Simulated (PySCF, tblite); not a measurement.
**C6H8N radical: geometry, infrared bands and EPR parameters**

What infrared bands and EPR parameters should C6H8N radical (`C[C](N)C=C1C=C1`) show?

The runs use tblite 0.8.0 and PySCF 2.14.0, with density-fitted response routines of our own; the level of theory stands in each step. All values are computed, except where a source is named. Atoms count from 0, in the outputs and in this text.

**1. The molecule as given**

15 atoms, charge 0, multiplicity 2; geometry from: force field or distance geometry start.

Bonds of the start (Å): C0–C1 1.48, C1–N2 1.38, C1–C3 1.44, C3–C4 1.32, C4–C5 1.45, C5–C6 1.33, C6–C4 1.45, C0–H7 1.11, C0–H8 1.13, C0–H9 1.12, N2–H10 1.07, N2–H11 1.06, C3–H12 1.10, C5–H13 1.09, C6–H14 1.08.

**2. Geometry optimisation with GFN2-xTB**

The job: settings as JSON, then the geometry in Å.

```
{"job": {"kind": "relax", "xc": "GFN2-xTB", "basis": "xTB"}, "charge": 0, "multiplicity": 2}
C     -1.328000    -1.318300     1.034000
C     -0.905800    -0.338200     0.004500
N     -1.446800     0.934100     0.002800
C      0.252300    -0.633100    -0.807600
C      1.320300     0.142800    -0.721700
C      1.966900     1.310200    -0.155400
C      2.658300     0.605500    -1.051900
H     -2.108400    -0.851100     1.676700
H     -1.697900    -2.271600     0.557200
H     -0.429800    -1.635100     1.615600
H     -2.316900     1.089600    -0.594900
H     -1.707300     1.314200     0.951900
H      0.217800    -1.516600    -1.454200
H      1.936900     2.164300     0.526700
H      3.584000     0.494200    -1.605700
```

The run is started by

```bash
$ OMP_NUM_THREADS=1 python probes_run.py task.json out
```

This one command runs all jobs of the session in turn.

**Question.** This job is followed by: GFN2-xTB harmonic vibrations, gas phase; UKS B3LYP, pcH-1 on C H N, non-relativistic, mean-field spin-orbit, GIAO. What will the session give for the following? strongest single infrared mode (GFN2-xTB); zero-point energy (GFN2-xTB); g(iso) (B3LYP); ⟨S²⟩; largest a(iso) (averaged by class); potential on the surface of density 0.002 e/bohr³, 1st and 99th percentile.

As calculated:

```
                                                                  quantity                 value
                                 strongest single infrared mode (GFN2-xTB)  624 cm⁻¹, 296 km/mol
                                              zero-point energy (GFN2-xTB)         73.5 kcal/mol
                                                            g(iso) (B3LYP)               2.00267
                                                                      ⟨S²⟩    0.772 (exact 0.75)
                                        largest a(iso) (averaged by class)   13C on C1, 53.9 MHz
potential on the surface of density 0.002 e/bohr³, 1st and 99th percentile    -1.54 V and 1.45 V
```

Relaxing lowered the energy by 0.995 eV in 139 steps; the close pair that moved most is N2–H10, from 1.067 to 1.010 Å. No mode is imaginary among the 39: a minimum at this level. The strongest single mode, at 624 cm⁻¹, is spread over many atoms; the largest shares are those of C4, C5. GFN2-xTB is a fitted tight-binding method: band positions and strengths are rough. Its intensities can rank the bands wrongly. The largest spin populations lie on C1 (0.55 e), C4 (0.44 e). The isotropic g lies 0.4 ppt above the free-electron value. These values are for one conformer; the search (at its own cheap level) found 2 more, at 0.36, 0.41 kcal/mol, and measured spectra average over such forms.
